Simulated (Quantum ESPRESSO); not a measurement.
In3Se:

```
In Se
1.0
     4.80376    0.00000    0.00000
     0.00000    4.80376    0.00000
     0.00000    0.00000    4.80376
In Se
3 1
Direct
  0.50000 0.50000 0.00000
  0.50000 0.00000 0.50000
  0.00000 0.50000 0.50000
  0.00000 0.00000 0.00000
```

The cell comes from a database or a generator and needn't be the stable form of this composition.

Base run:

```yaml
Program: Quantum ESPRESSO 7.5
Functional: LDA
Potentials_or_basis: GBRV 1.5 LDA
Cutoff: 762 eV
Density_cutoff: 6095 eV
k_mesh: 6 × 6 × 6
Occupations: fermi-dirac, width 0.05 eV
Spin: no spin polarisation
```

Its results: band gap on the k mesh none (metal or under the smearing width); pressure -4.5 GPa.

Problem. The run is repeated on the same cell with these changes: functional from LDA to PBEsol; potentials or basis from GBRV 1.5 LDA to GBRV 1.5 PBEsol. What comes out?

Solution. Band gap on the k mesh none (metal or under the smearing width); pressure -3.1 GPa.

Caveats: some levels on the path didn't converge; spin-orbit coupling is left out, which moves the levels of the heavy elements.
